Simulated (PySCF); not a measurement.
# Monobromosilylene (SiHBr): NMR shifts and electronic excitations in gas and solvents

Aim: compute the NMR shifts and electronic excitations of Monobromosilylene (SiHBr) (`[SiH]Br`), and see what a dielectric continuum does where one was used.

The runs use PySCF 2.14.0, with density-fitted response routines of our own; the level of theory stands in each step. All values are computed, except where a source is named. Atoms count from 0, in the outputs and in this text.

## (1) Starting geometry

3 atoms, charge 0, multiplicity 1; geometry from: GFN2-xTB.

Bonds of the start (Å): Si0–Br1 2.27, Si0–H2 1.48.

## (2) Relaxing the molecule at PBE0-D3(BJ)/def2-SVP

What the job is given:

```
{"job": {"xc": "PBE0", "basis": "def2-SVP", "d3": "d3bj", "grid": 1, "kind": "geom"}, "charge": 0, "multiplicity": 1}
Si    -0.407002     0.767266    -0.002364
Br     1.608354    -0.278579    -0.011034
H     -1.189870    -0.491225     0.000845
```

Command:

```
$ OMP_NUM_THREADS=1 python probes_run.py task.json out
```

This one command runs all jobs of the session in turn.

Standard output:

```text
step   0  E = -2863.40866415  max force = 0.015198
step   1  E = -2863.40961495  max force = 0.001638
step   2  E = -2863.40962600  max force = 0.000236
optimisation converged
```

Run time: 6.9 s. Hardware: 1 thread, shared host.

Step by step:

```tsv
step	energy from step 0 (eV)	largest force component (eV/Å)
0	0.0000	0.7815
1	-0.0259	0.0842
2	-0.0262	0.0121
```

Distances of close pairs at the start and the end, largest changes first:

```tsv
bond	before (Å)	after (Å)	change (Å)
Si0–H2	1.482	1.536	+0.054
Si0–Br1	2.271	2.249	-0.021
```

The final coordinates are the input of the step that follows.

```tsv
at the end point	value
point group (found at 0.08 Å tolerance)	Cs
rotational constants (GHz, main isotopes)	222.4, 4.691, 4.594
dipole moment (D)	1.01
```

## (3) NMR shieldings: PBE0/pcSseg-1 in benzene

What the job is given:

```
{"job": {"kind": "nmr", "xc": "PBE0", "basis": "pcSseg-1", "solvent": "benzene", "pop": true}, "charge": 0, "multiplicity": 1}
Si     0.279454     0.386348     0.730044
Br     0.174141     0.581335    -1.508471
H     -0.440846    -0.970138     0.762123
```

Level: GIAO PBE0/pcSseg-1 NMR shielding, non-relativistic, IEF-PCM benzene.

Standard output:

```text
coarse grid: 16216 points
cycle   1  E = -2863.5079851593  dE = -1.223e+00  |g| = 6.778e-01  |ddm| = 1.766e+00
cycle   2  E = -2863.5146956754  dE = -6.711e-03  |g| = 2.995e-01  |ddm| = 5.287e-01
cycle   3  E = -2863.5248359220  dE = -1.014e-02  |g| = 7.969e-02  |ddm| = 3.738e-01
cycle   4  E = -2863.5268711540  dE = -2.035e-03  |g| = 3.542e-02  |ddm| = 1.449e-01
cycle   5  E = -2863.5270705756  dE = -1.994e-04  |g| = 2.097e-03  |ddm| = 3.387e-02
cycle   6  E = -2863.5270716033  dE = -1.028e-06  |g| = 4.650e-04  |ddm| = 3.543e-03
final grid: 30376 points
cycle   7  E = -2863.5270575442  dE = -3.448e-08  |g| = 4.058e-04  |ddm| = 9.938e-04
cycle   8  E = -2863.5270575544  dE = -1.020e-08  |g| = 4.094e-04  |ddm| = 9.100e-04
cycle   9  E = -2863.5270575807  dE = -2.627e-08  |g| = 3.662e-05  |ddm| = 3.906e-04
cycle  10  E = -2863.5270575810  dE = -3.033e-10  |g| = 5.437e-06  |ddm| = 3.653e-05
converged SCF energy = -2863.5270575810

GIAO shielding tensors (ppm)
atom      isotropic    diamagn.    paramagn.     s11        s22        s33       span
  0 Si    -291.784     873.527   -1165.310  -1256.656     56.789    324.516   1581.172
  1 Br    1362.360    3125.128   -1762.769   -316.071   1271.121   3132.029   3448.100
  2 H       19.604      27.449      -7.845     16.536     20.466     21.811      5.275
```

Wall time 7.7 s (1 thread, shared host).

Shifts follow as δ = σ(reference) − σ, with reference shieldings (ppm) from runs at the same level and on the same kind of geometry: 1H TMS 31.25, 29Si TMS 351.9. The references are single molecules in the same continuum.

```tsv
atoms	environment	σ (ppm)	δ (ppm)
H2	hydrogen on a silicon bonded to Br	19.60	11.65
Si0	silicon bonded to Br, H	-291.8	643.7
Br1	bromine bonded to Si	1362	–
```

Charges from the same density, by scheme (e):

```tsv
atoms	Mulliken	IAO	Hirshfeld	ESP fit
Si0	0.48	0.33	0.24	0.11
Br1	-0.36	-0.21	-0.13	-0.12
```

Mayer bond orders: Si0–Br1 1.03.

## (4) Shielding tensors: PBE0/pcSseg-1 in chloroform

What the job is given:

```
{"job": {"kind": "nmr", "xc": "PBE0", "basis": "pcSseg-1", "solvent": "chloroform", "pop": false}, "charge": 0, "multiplicity": 1}
Si     0.279454     0.386348     0.730044
Br     0.174141     0.581335    -1.508471
H     -0.440846    -0.970138     0.762123
```

Method: GIAO PBE0/pcSseg-1 NMR shielding, non-relativistic, IEF-PCM chloroform.

Standard output:

```text
coarse grid: 16216 points
cycle   1  E = -2863.5095749109  dE = -1.224e+00  |g| = 6.767e-01  |ddm| = 1.765e+00
cycle   2  E = -2863.5176187535  dE = -8.044e-03  |g| = 2.932e-01  |ddm| = 5.100e-01
cycle   3  E = -2863.5264166689  dE = -8.798e-03  |g| = 6.457e-02  |ddm| = 3.307e-01
cycle   4  E = -2863.5276381681  dE = -1.221e-03  |g| = 3.020e-02  |ddm| = 1.198e-01
cycle   5  E = -2863.5277953910  dE = -1.572e-04  |g| = 1.936e-03  |ddm| = 3.078e-02
cycle   6  E = -2863.5277962404  dE = -8.494e-07  |g| = 3.755e-04  |ddm| = 3.176e-03
final grid: 30376 points
cycle   7  E = -2863.5277821722  dE = -2.635e-08  |g| = 3.211e-04  |ddm| = 8.120e-04
cycle   8  E = -2863.5277821790  dE = -6.801e-09  |g| = 3.227e-04  |ddm| = 7.074e-04
cycle   9  E = -2863.5277821945  dE = -1.548e-08  |g| = 2.843e-05  |ddm| = 2.971e-04
cycle  10  E = -2863.5277821947  dE = -1.833e-10  |g| = 3.979e-06  |ddm| = 2.867e-05
converged SCF energy = -2863.5277821947

GIAO shielding tensors (ppm)
atom      isotropic    diamagn.    paramagn.     s11        s22        s33       span
  0 Si    -280.802     873.462   -1154.264  -1231.199     64.748    324.044   1555.243
  1 Br    1412.603    3125.223   -1712.621   -226.840   1337.177   3127.471   3354.310
  2 H       19.725      27.447      -7.723     16.809     20.475     21.890      5.081
```

Wall time 4.4 s (1 thread, shared host).

This run: σ Si0 -280.8, Br1 1413, H2 19.72 ppm.

## (5) Excited states and response: PBE0/def2-SVPD

What the job is given:

```
{"job": {"kind": "uv", "xc": "PBE0", "basis": "def2-SVPD", "dynamic": true, "nstates": 6, "ntriplets": 0}, "charge": 0, "multiplicity": 1}
Si     0.279454     0.386348     0.730044
Br     0.174141     0.581335    -1.508471
H     -0.440846    -0.970138     0.762123
```

Method: TDDFT PBE0/def2-SVPD, vertical, gas phase, core orbitals frozen in the response.

Standard output:

```text
coarse grid: 16216 points
cycle   1  E = -2863.3970118909  dE = -1.086e+00  |g| = 2.038e-01  |ddm| = 1.716e+00
cycle   2  E = -2863.3860793731  dE =  1.093e-02  |g| = 2.586e-01  |ddm| = 7.106e-01
cycle   3  E = -2863.4125595242  dE = -2.648e-02  |g| = 5.397e-02  |ddm| = 4.150e-01
cycle   4  E = -2863.4129759561  dE = -4.164e-04  |g| = 5.128e-03  |ddm| = 5.137e-02
cycle   5  E = -2863.4129815810  dE = -5.625e-06  |g| = 1.496e-03  |ddm| = 8.533e-03
final grid: 30376 points
cycle   6  E = -2863.4129494480  dE = -2.584e-07  |g| = 1.264e-03  |ddm| = 3.542e-03
cycle   7  E = -2863.4129495395  dE = -9.151e-08  |g| = 1.119e-03  |ddm| = 2.719e-03
cycle   8  E = -2863.4129499243  dE = -3.848e-07  |g| = 9.059e-05  |ddm| = 1.353e-03
cycle   9  E = -2863.4129499272  dE = -2.903e-09  |g| = 2.015e-05  |ddm| = 1.515e-04
cycle  10  E = -2863.4129499273  dE = -9.504e-11  |g| = 2.035e-06  |ddm| = 2.651e-05
converged SCF energy = -2863.4129499273

Static polarisability (au): isotropic 54.573, principal 43.712 48.716 71.291

Singlet excitations
state   eV       nm        f      main configurations
  1   2.5287    490.3   0.00961   H->L 0.99
  2   4.4805    276.7   0.00731   H-1->L 0.99
  3   5.0555    245.2   0.00278   H-2->L 0.69, H->L+1 0.30
  4   5.4246    228.6   0.15092   H->L+1 0.66, H-2->L 0.27
  5   5.5863    221.9   0.00114   H-3->L 0.99
  6   6.3898    194.0   0.07460   H->L+2 0.97
```

It took 8.3 s on 1 thread, shared host.

Frontier orbitals and where they lie:

```tsv
orbital	eV	atoms
HOMO−3	-10.31	Br1 51 %, Si0 30 %, H2 18 %
HOMO−2	-9.19	Br1 86 %, Si0 13 %
HOMO−1	-9.02	Br1 75 %, Si0 22 %
HOMO	-7.01	Si0 56 %, Br1 28 %, H2 16 %
LUMO	-3.15	Si0 72 %, Br1 20 %, H2 8 %
LUMO+1	-0.51	Si0 56 %, Br1 35 %, H2 9 %
LUMO+2	0.58	Si0 58 %, Br1 25 %, H2 17 %
```

With each of the 6 states as a Gaussian band of 0.4 eV half-width at 1/e, the curve within the window shown has maxima at 490 nm (ε 390), 228 nm (ε 6,200), 194 nm (ε 3,000) L/(mol cm). Beyond the last state computed it falls off for lack of states. The curve at chosen wavelengths:

```tsv
nm	ε (L/mol/cm)
185	1721
203	2141
222	5405
240	4067
258	763
276	336
295	181
313	53
331	10
350	2
368	5
386	22
404	64
423	143
441	238
459	324
477	378
496	387
514	357
532	303
551	238
569	180
587	131
605	92
624	62
642	41
```

Leading natural transition orbitals of singlet state 4: the hole lies on Si0 39 %; Br1 32 %; H2 29 %; the particle on Si0 50 %; Br1 29 %; H2 21 %.

Leading natural transition orbitals of singlet state 1: the hole lies on Si0 43 %; Br1 30 %; H2 27 %; the particle on Si0 70 %; H2 16 %; Br1 14 %.

Further results of this job:

```tsv
property	computed
dipole moment (D)	1.05
polarisability (Å³)	8.09
HOMO–LUMO gap (eV)	3.86
−ε(HOMO) (eV)	7.01
C6 with itself (au)	866
```

The fields below are evaluated on a grid from the run's orbitals.

Frontier orbitals at PBE0/def2-SVPD, with the share of their density that lies nearest to each atom:

```tsv
orbital	energy (eV)	lies on
HOMO	-7.01	Si0 53 %; Br1 27 %; H2 21 %
LUMO	-3.15	Si0 74 %; Br1 13 %; H2 13 %
```

ELF in a plane through or near 3 of the atoms.

Values, 10 rows by 14 columns:
```
0.00 0.00 0.00 0.00 0.00 0.00 0.03 0.21 0.24 0.08 0.00 0.00 0.01 0.01
0.00 0.00 0.00 0.00 0.00 0.04 0.67 0.97 0.98 0.92 0.44 0.01 0.01 0.01
0.00 0.00 0.03 0.14 0.06 0.08 0.75 0.99 1.00 0.99 0.79 0.12 0.00 0.00
0.00 0.07 0.48 0.72 0.66 0.36 0.58 0.36 0.15 0.84 0.54 0.06 0.00 0.00
0.00 0.21 0.66 0.87 0.64 0.70 0.62 0.82 0.45 0.63 0.32 0.04 0.00 0.00
0.00 0.20 0.67 0.40 0.59 0.34 0.76 0.45 0.95 0.99 0.95 0.36 0.00 0.00
0.00 0.09 0.45 0.76 0.39 0.69 0.62 0.30 0.99 1.00 1.00 0.66 0.00 0.00
0.00 0.01 0.21 0.64 0.80 0.73 0.32 0.03 0.79 0.98 0.85 0.08 0.00 0.00
0.00 0.00 0.01 0.16 0.29 0.22 0.03 0.00 0.02 0.04 0.01 0.00 0.00 0.00
0.00 0.00 0.00 0.00 0.00 0.00 0.00 0.00 0.00 0.00 0.00 0.00 0.00 0.00
```
The map spans 8.4 Å across and 6.7 Å up, centred on the molecule. Atoms in the plane (x, y in Å): Si0 (0.4, 0.8), Br1 (-1.6, -0.2), H2 (1.2, -0.6).

On the surface of density 0.002 e/bohr³ the electrostatic potential runs, from the 1st to the 99th percentile, from -0.46 V near Br1 to 2.17 V near Si0.

## (6) Ultraviolet spectrum: PBE0/def2-SVPD in benzene

What the job is given:

```
{"job": {"kind": "uv", "xc": "PBE0", "basis": "def2-SVPD", "solvent": "benzene", "nstates": 6, "ntriplets": 0}, "charge": 0, "multiplicity": 1}
Si     0.279454     0.386348     0.730044
Br     0.174141     0.581335    -1.508471
H     -0.440846    -0.970138     0.762123
```

Level: TDDFT PBE0/def2-SVPD, vertical, IEF-PCM benzene (non-equilibrium linear response), core orbitals frozen in the response.

Standard output:

```text
coarse grid: 16216 points
cycle   1  E = -2863.4000526484  dE = -1.089e+00  |g| = 1.937e-01  |ddm| = 1.714e+00
cycle   2  E = -2863.3970861360  dE =  2.967e-03  |g| = 2.065e-01  |ddm| = 6.498e-01
cycle   3  E = -2863.4136790357  dE = -1.659e-02  |g| = 5.018e-02  |ddm| = 3.605e-01
cycle   4  E = -2863.4140162743  dE = -3.372e-04  |g| = 4.084e-03  |ddm| = 4.526e-02
cycle   5  E = -2863.4140205346  dE = -4.260e-06  |g| = 1.147e-03  |ddm| = 7.144e-03
final grid: 30376 points
cycle   6  E = -2863.4139883068  dE = -2.115e-07  |g| = 9.003e-04  |ddm| = 2.923e-03
cycle   7  E = -2863.4139883835  dE = -7.677e-08  |g| = 7.489e-04  |ddm| = 1.851e-03
cycle   8  E = -2863.4139885327  dE = -1.492e-07  |g| = 2.909e-05  |ddm| = 8.816e-04
cycle   9  E = -2863.4139885329  dE = -2.333e-10  |g| = 8.213e-06  |ddm| = 6.311e-05
converged SCF energy = -2863.4139885329

Static polarisability (au): isotropic 63.296, principal 49.867 56.718 83.302

Singlet excitations
state   eV       nm        f      main configurations
  1   2.5369    488.7   0.01248   H->L 0.99
  2   4.5497    272.5   0.00894   H-1->L 0.99
  3   5.0735    244.4   0.00241   H-2->L 0.66, H->L+1 0.33
  4   5.3645    231.1   0.22221   H->L+1 0.64, H-2->L 0.31
  5   5.6300    220.2   0.00129   H-3->L 1.00
  6   6.2941    197.0   0.11636   H->L+2 0.98
```

Wall time 4.5 s (1 thread, shared host).

This run: HOMO -6.97 eV, LUMO -3.05 eV; lowest singlet 2.54 eV.

## (7) Excited states and response: PBE0/def2-SVPD in chloroform

What the job is given:

```
{"job": {"kind": "uv", "xc": "PBE0", "basis": "def2-SVPD", "solvent": "chloroform", "nstates": 6, "ntriplets": 0}, "charge": 0, "multiplicity": 1}
Si     0.279454     0.386348     0.730044
Br     0.174141     0.581335    -1.508471
H     -0.440846    -0.970138     0.762123
```

Level: TDDFT PBE0/def2-SVPD, vertical, IEF-PCM chloroform (non-equilibrium linear response), core orbitals frozen in the response.

Standard output:

```text
coarse grid: 16216 points
cycle   1  E = -2863.4016304872  dE = -1.091e+00  |g| = 1.890e-01  |ddm| = 1.713e+00
cycle   2  E = -2863.4011606008  dE =  4.699e-04  |g| = 1.854e-01  |ddm| = 6.250e-01
cycle   3  E = -2863.4143522414  dE = -1.319e-02  |g| = 4.812e-02  |ddm| = 3.375e-01
cycle   4  E = -2863.4146540696  dE = -3.018e-04  |g| = 3.690e-03  |ddm| = 4.298e-02
cycle   5  E = -2863.4146578280  dE = -3.758e-06  |g| = 1.031e-03  |ddm| = 6.854e-03
final grid: 30376 points
cycle   6  E = -2863.4146255540  dE = -1.962e-07  |g| = 7.853e-04  |ddm| = 2.804e-03
cycle   7  E = -2863.4146256197  dE = -6.574e-08  |g| = 6.426e-04  |ddm| = 1.601e-03
cycle   8  E = -2863.4146257229  dE = -1.032e-07  |g| = 2.911e-05  |ddm| = 7.569e-04
cycle   9  E = -2863.4146257231  dE = -1.669e-10  |g| = 3.764e-06  |ddm| = 4.570e-05
converged SCF energy = -2863.4146257231

Static polarisability (au): isotropic 69.319, principal 54.363 62.676 90.918

Singlet excitations
state   eV       nm        f      main configurations
  1   2.5767    481.2   0.01245   H->L 0.99
  2   4.6079    269.1   0.00878   H-1->L 0.99
  3   5.1115    242.6   0.00090   H-2->L 0.61, H->L+1 0.37
  4   5.3965    229.7   0.21921   H->L+1 0.60, H-2->L 0.35
  5   5.6711    218.6   0.00127   H-3->L 0.99
  6   6.2998    196.8   0.11647   H->L+2 0.98
```

Run time: 4.5 s. Hardware: 1 thread, shared host.

In short: HOMO -6.95 eV, LUMO -2.99 eV; lowest singlet 2.58 eV.

## (8) Run by run: NMR shifts

Isotropic shieldings (ppm), with basis size and wall time:

```tsv
run	H2	Si0	Br1	functions	time
PBE0/pcSseg-1 in benzene	19.60	-291.8	1362	70	7.7 s
PBE0/pcSseg-1 in chloroform	19.72	-280.8	1413	70	4.4 s
```

The continuum's effect on the ground state:

```tsv
solvent	ε	polarisation energy (Eh)	μ (D)
benzene	2.27	-0.0013	1.30
chloroform	4.71	-0.0021	1.42
```

## (9) Run by run: electronic excitations

Excitations and ground-state properties, with basis size and wall time:

```tsv
run	lowest singlet (eV)	brightest (eV)	f	gap (eV)	α (Å³)	μ (D)	functions	time
PBE0/def2-SVPD	2.53	5.42	0.151	3.86	8.09	1.05	73	8.3 s
PBE0/def2-SVPD in benzene	2.54	5.36	0.222	3.92	9.38	1.24	73	4.5 s
PBE0/def2-SVPD in chloroform	2.58	5.40	0.219	3.95	10.27	1.36	73	4.5 s
```

The continuum's effect on the ground state:

```tsv
solvent	ε	polarisation energy (Eh)	μ (D)
benzene	2.27	-0.0011	1.24
chloroform	4.71	-0.0018	1.36
```

## (10) What came out

| quantity | value |
| --- | --- |
| point group | Cs |
| rotational constants (main isotopes) | 222.37, 4.69, 4.59 GHz |
| 1H shifts against TMS (PBE0/pcSseg-1, benzene) | 11.65 ppm |
| 29Si shifts against TMS (PBE0/pcSseg-1, benzene) | 643.7 ppm |
| shieldings of Br (PBE0/pcSseg-1, benzene) | Br1 1362.4 ppm |
| lowest singlet (PBE0/def2-SVPD) | 2.53 eV (490 nm), f = 0.010 |
| brightest single state of those computed | state 4, 5.42 eV, f = 0.151 |
| surface potential, 1st and 99th percentile | -0.46 V and 2.17 V |
| range of the shielding of Br1 | 1362 to 1413 ppm |
| range of the lowest singlet | 2.53 to 2.58 eV |

**Reading.** Over 2 steps the energy fell by 0.026 eV; of the close pairs, Si0–H2 changed most, 1.482 to 1.536 Å. At PBE0/pcSseg-1: Shielding is most anisotropic at Br1 (span 3448 ppm, paramagnetic term -1763 ppm). The first singlet state (HOMO→LUMO 0.99) lies at 2.53 eV and is weak; of the 6 states computed, the strongest absorption comes from state 4 at 5.42 eV (the last state computed is bright too, and its partners may lie past the list). By nearest atom (PBE0/def2-SVPD), the HOMO sits on Si0 53 %; Br1 27 % and the LUMO on Si0 74 %; Br1 13 %. In ppm, Br1 moves most: its shielding spreads over 50 ppm, from 1362 (PBE0/pcSseg-1 in benzene) to 1413 (PBE0/pcSseg-1 in chloroform). The continuum holds electrostatics alone: no hydrogen bonds to the solvent, and the gas-phase geometry is kept. The lowest singlet runs from 2.53 eV (PBE0/def2-SVPD) to 2.58 eV (PBE0/def2-SVPD in chloroform), while the orbital gap spans 3.86 to 3.95 eV. The lowest state need not be the same one in every run. Spin-orbit coupling is left out, which matters for shieldings and couplings at and beside the heavy atoms.
